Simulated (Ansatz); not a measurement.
# GeNH+ (doublet): from Hartree-Fock to the top rungs, cc-pVTZ

An exercise on one series of results from a longer session: the logs are not shown, and one member is left open.

Method: cc-pVTZ, core rule «outside noble gas», up to 15 orbitals frozen; program: Ansatz 0.2.0, Gaussian basis.

The runs, in order: UHF; CCSD(T) on ROHF; CCSD(T) on UHF; BCCD(T) on ROHF; CCSDT(Q) on ROHF; CCSDT(Q) on UHF; CASSCF and MRCISD+Q, 9 electrons in 9 orbitals; CASSCF and NEVPT2, 9 electrons in 9 orbitals.

8 further runs of the same task are left out: 2 for a known fault of the program, 6 set aside as unsound or not needed.

**The geometry**

The geometry is a PBE0/def2-TZVP stationary point (not a proven minimum) of the parent state, kept for this charge and spin. No spin-orbit coupling is included. The filled d shell of Ge may be among the frozen orbitals whatever the setting's name suggests; the logs give the count.

3 atoms, charge 1, spin multiplicity 2.

Atoms are counted from 1 here; the program's logs count them from 0.

Bond lengths: Ge1–N2 1.890 Å, N2–H3 1.024 Å. Angles: Ge1–N2–H3 119.0°.

Set-up of the first run:

Input file in.yaml:

```yaml
crystal:
  periodic: [false, false, false]
  atoms:
    - {symbol: Ge, position_ang: [0.000000, 0.014250, 0.329308]}
    - {symbol: N, position_ang: [0.000000, -0.126443, -1.555498]}
    - {symbol: H, position_ang: [0.000000, 0.730143, -2.116709]}
basis:
  gaussian: {orbitals: cc-pVTZ}
total_charge: 1
magnetization: {spin_polarized: true, initial_magnetization: 1}
hamiltonian: {xc: hf}
output: {orbitals: {seedname: orbitals}}
```

Command:

```sh
$ ansatz run in.yaml --threads 1 --pin off --events-out ev --progress --plain --max-ram 4096MiB --backend cpu
```

Among the steps run: UHF; CCSD(T) on ROHF; CCSD(T) on UHF; BCCD(T) on ROHF; CCSDT(Q) on ROHF; CCSDT(Q) on UHF; CASSCF and MRCISD+Q, 9 electrons in 9 orbitals; CASSCF and NEVPT2, 9 electrons in 9 orbitals.

One table of the session follows, with a row left open; its other results are not shown here.

| method | from UCCSDT(Q) (meV) |
| --- | --- |
| ROHF | +7518.6 |
| UHF | +7390.5 |
| RMP2 | +999.9 |
| UMP2 | +1019.0 |
| RCCSD | +355.3 |
| UCCSD | +351.7 |
| RCCSD(T) | +53.5 |
| UCCSD(T) | +54.0 |
| BCCD(T) | +53.7 |
| RCCSDT | +24.1 |
| UCCSDT | ? |
| RCCSDT(Q) | +5.6 |
| UCCSDT(Q) | 0 |
| CASSCF valence | +4649.1 |
| NEVPT2 valence | +1147.4 |
| MRCISD valence | +364.9 |
| MRCISD+Q valence | +101.9 |

Q: Estimate the row for UCCSDT from the others.

The run gave: from UCCSDT(Q) (meV): +23.0. In the column «from UCCSDT(Q) (meV)» it lies between RCCSDT(Q) (+5.6) and RCCSDT (+24.1).

Caveats from the session: Restricted and unrestricted rows rest on different reference determinants; where their highest levels disagree by more than a few hundredths of an eV, they describe different states and don't form one ladder.
